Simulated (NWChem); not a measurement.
**CH5F2NZr (SMILES [CH3][Zr]([NH2])([F])[F]): levels of theory compared**

Aim: a comparison of 3 runs (HF/STO-3G, HF/3-21G, TPSS/def2-SVPD) of CH5F2NZr. 

Program for the calculation: NWChem 7.3.0.

## Step 1: Starting point

CH5F2NZr has 10 atoms, charge 0, and is taken as a singlet. SMILES: `[CH3][Zr]([NH2])([F])[F]`. Geometry: relaxed at PBE0-D4/def2-TZVP. This is one conformer, not always the lowest.

Bond lengths: C1–Zr2 2.220 Å, Zr2–N3 2.018 Å, Zr2–F4 1.909 Å, Zr2–F5 1.909 Å, C1–H6 1.097 Å, C1–H7 1.095 Å, C1–H8 1.095 Å, N3–H9 1.012 Å, N3–H10 1.012 Å. Some angles: C1–Zr2–N3 105.0°, C1–Zr2–F4 105.8°, C1–Zr2–F5 105.8°, N3–Zr2–F4 110.8°, N3–Zr2–F5 110.8°, F4–Zr2–F5 117.7°, Zr2–C1–H6 110.3°, Zr2–C1–H7 111.7°, Zr2–C1–H8 111.7°, Zr2–N3–H9 125.7°.

## Step 2: Energy and gradient at HF/STO-3G (run 1)

ch5f2nzr.xyz reads:

```xyz
10
CH5F2NZr gradient
C     -1.532600    -0.406200     0.203600
Zr     0.284900     0.573100    -0.611300
N      1.811100    -0.154700     0.490800
F      0.419800    -0.010500    -2.423900
F      0.053000     2.441700    -0.296300
H     -2.423200    -0.065200    -0.338600
H     -1.481500    -1.496200     0.109700
H     -1.677200    -0.172700     1.263800
H      2.179900     0.261100     1.336200
H      2.365800    -0.970400     0.266000
```

ch5f2nzr.nw reads:

```
START ch5f2nzr
TITLE "CH5F2NZr gradient"
memory stack 880 mb heap 220 mb global 1100 mb

GEOMETRY noautosym nocenter noautoz
  load format xyz ch5f2nzr.xyz
END

BASIS spherical bse
  * library STO-3G
END

SCF
  nopen 0
  rhf
  thresh 1e-08
  maxiter 80
  print low
END

TASK scf gradient
```

Launch:

```sh
$ nwchem ch5f2nzr.nw > ch5f2nzr.out
```

What it wrote:

```text
[...]
  functions       =    52
[...]
  wavefunction    = RHF
[...]
         Total SCF energy =  -3793.612514096113
      One-electron energy =  -6183.464563308012
      Two-electron energy =   1928.643853935539
 Nuclear repulsion energy =    461.208195276361
        Time for solution =     14.4s
[...]
                         RHF ENERGY GRADIENTS
    atom               coordinates                        gradient
                 x          y          z           x          y          z
   1 C      -2.896194  -0.767607   0.384748    0.020854   0.008281  -0.005917
   2 Zr      0.538383   1.083002  -1.155189   -0.012363  -0.027799   0.029872
   3 N       3.422483  -0.292341   0.927478    0.013499  -0.008775   0.012443
   4 F       0.793307  -0.019842  -4.580507    0.002323  -0.013665  -0.034842
   5 F       0.100155   4.614144  -0.559926   -0.005123   0.036225   0.008406
   6 H      -4.579184  -0.123210  -0.639861   -0.005436   0.004915  -0.006572
   7 H      -2.799629  -2.827408   0.207303    0.001822  -0.008695  -0.001013
   8 H      -3.169448  -0.326356   2.388236    0.000207   0.002345   0.008604
   9 H       4.119414   0.493407   2.525052   -0.006767  -0.003885  -0.011976
  10 H       4.470714  -1.833790   0.502667   -0.009016   0.011052   0.000995
[...]
```

Run time: 20 s. Hardware: 1 thread of Intel Xeon Platinum 8259CL at 2.50GHz (Skylake/Cascade Lake), shared host; peak memory 0.1 GiB.

## Step 3: Energy and gradient at HF/3-21G (run 2)

geom.nw reads:

```
start geom
title "CH5F2NZr hf"
memory 2200 mb

geometry noautosym nocenter noautoz
  C     -1.532600    -0.406200     0.203600
  Zr     0.284900     0.573100    -0.611300
  N      1.811100    -0.154700     0.490800
  F      0.419800    -0.010500    -2.423900
  F      0.053000     2.441700    -0.296300
  H     -2.423200    -0.065200    -0.338600
  H     -1.481500    -1.496200     0.109700
  H     -1.677200    -0.172700     1.263800
  H      2.179900     0.261100     1.336200
  H      2.365800    -0.970400     0.266000
end

basis "ao basis" spherical bse
  C library 3-21G
  Zr library 3-21G
  N library 3-21G
  F library 3-21G
  H library 3-21G
end

scf
  thresh 1e-08
  maxiter 80
  print low
end

task scf gradient
```

Launch:

```sh
$ nwchem geom.nw > geom.out
```

What it wrote:

```text
[...]
  functions       =    82
[...]
  wavefunction    = RHF
[...]
         Total SCF energy =  -3814.797601129855
      One-electron energy =  -6192.106157815996
      Two-electron energy =   1916.100361409781
 Nuclear repulsion energy =    461.208195276360
        Time for solution =     17.6s
[...]
                         RHF ENERGY GRADIENTS
    atom               coordinates                        gradient
                 x          y          z           x          y          z
   1 C      -2.896194  -0.767607   0.384748    0.011453   0.005424  -0.004261
   2 Zr      0.538383   1.083002  -1.155189   -0.008908  -0.008112   0.007788
   3 N       3.422483  -0.292341   0.927478   -0.002058  -0.001972   0.001911
   4 F       0.793307  -0.019842  -4.580507    0.000605  -0.003929  -0.012521
   5 F       0.100155   4.614144  -0.559926   -0.001895   0.012879   0.002027
   6 H      -4.579184  -0.123210  -0.639861   -0.002988   0.000826  -0.001463
   7 H      -2.799629  -2.827408   0.207303   -0.000355  -0.003941   0.000168
   8 H      -3.169448  -0.326356   2.388236   -0.000957   0.000253   0.003819
   9 H       4.119414   0.493407   2.525052    0.002487  -0.000320   0.001612
  10 H       4.470714  -1.833790   0.502667    0.002615  -0.001109   0.000921
[...]
```

Run time: 25 s. Hardware: 1 thread of Intel Xeon Platinum 8259CL at 2.50GHz (Skylake/Cascade Lake), shared host; peak memory 0.099 GiB.

## Step 4: Energy and gradient at TPSS/def2-SVPD (core potential) (run 3)

sp.xyz reads:

```xyz
10
CH5F2NZr gradient
C     -1.532600    -0.406200     0.203600
Zr     0.284900     0.573100    -0.611300
N      1.811100    -0.154700     0.490800
F      0.419800    -0.010500    -2.423900
F      0.053000     2.441700    -0.296300
H     -2.423200    -0.065200    -0.338600
H     -1.481500    -1.496200     0.109700
H     -1.677200    -0.172700     1.263800
H      2.179900     0.261100     1.336200
H      2.365800    -0.970400     0.266000
```

sp.nw reads:

```
START sp
TITLE "CH5F2NZr gradient"
memory total 2200 mb
GEOMETRY noautosym nocenter noautoz
  load format xyz sp.xyz
END
BASIS "ao basis" spherical bse
  * library def2-SVPD
END
ECP bse
  Zr library def2-SVPD
END
DFT
  xc xtpss03 ctpss03
  grid fine
  convergence energy 1e-08
  iterations 100
  mulliken
END
TASK dft gradient
```

Launch:

```sh
$ nwchem sp.nw > sp.out
```

What it wrote:

```text
[...]
          Wavefunction type:  closed shell.
          No. of atoms     :    10
          No. of electrons :    48
[...]
          Charge           :     0
          Spin multiplicity:     1
[...]
          AO basis - number of functions:   160
[...]
              XC Information
              --------------
                  TPSS metaGGA Exchange Functional  1.000
             TPSS03 metaGGA Correlation Functional  1.000
[...]
 d= 0,ls=0.0,diis     1   -342.3757980286 -5.46D+02  2.68D-02  1.93D+00    14.0
[...]
 d= 0,ls=0.0,diis    12   -342.6413099449 -1.13D-09  1.85D-07  1.12D-09   146.6
         Total DFT energy =     -342.641309944949
      One electron energy =     -891.422911807581
           Coulomb energy =      386.467016777465
    Exchange-Corr. energy =      -41.082734113159
 Nuclear repulsion energy =      203.397319198327
[...]
      Total Density - Mulliken Population Analysis
     ---------------------------------------------
    Atom       Charge   Shell Charges
 -----------   ------   -------------------------------------------------------
    1 C    6     6.00   1.99  0.91 -0.01 -0.05  2.11  1.05  0.02 -0.00
    2 Zr  12    10.18  -0.49  1.66  0.84  0.25  0.03  5.89  0.20 -0.07  0.03  1.70  0.02  0.11
    3 N    7     7.41   1.99  1.01  0.40  0.23  2.44  1.36  0.01 -0.02
    4 F    9     9.61   1.99  1.14  0.80  0.06  3.32  2.02  0.26  0.00  0.01
    5 F    9     9.61   1.99  1.14  0.80  0.06  3.32  2.02  0.26  0.00  0.01
    6 H    1     1.07   0.75  0.22  0.02  0.08
    7 H    1     1.09   0.75  0.22  0.02  0.09
    8 H    1     1.09   0.75  0.22  0.02  0.09
    9 H    1     0.98   0.75  0.11  0.04  0.07
   10 H    1     0.98   0.75  0.11  0.04  0.07
[...]
  wavefunction    = closed shell
[...]
```

Run time: 3.3 min. Hardware: 1 thread of Intel Xeon Platinum 8259CL at 2.50GHz (Skylake/Cascade Lake), shared host; peak memory 0.15 GiB.

## Step 5: Overview of the runs

| run | level | iteration cap | module | energy (Eh) | largest force (eV/Å) | wall time |
| --- | --- | --- | --- | --- | --- | --- |
| 1 | HF/STO-3G | 80 | scf | -3793.612514 | 2.193 | 20 s |
| 2 | HF/3-21G | 80 | scf | -3814.797601 | 0.738 | 25 s |
| 3 | TPSS/def2-SVPD (core potential) | 100 | dft | -342.641310 | 0.649 | 3.3 min |

## Step 6: Results

```
                       quantity          value
            run 3: total energy  -342.64131 Eh
           run 3: dipole moment         2.22 D
             run 3: HOMO energy       -6.43 eV
             run 3: LUMO energy       -1.73 eV
           run 3: HOMO–LUMO gap        4.70 eV
run 3: largest force on an atom     0.649 eV/Å
```

Some runs of one species differ in core potentials or relativity; totals across that change don't compare. In run 1 the basis is minimal, so the values are rough. In runs 1, 2 relativity is left out where basis or elements ask for it. All runs together took 4 min, the longest 3.3 min.
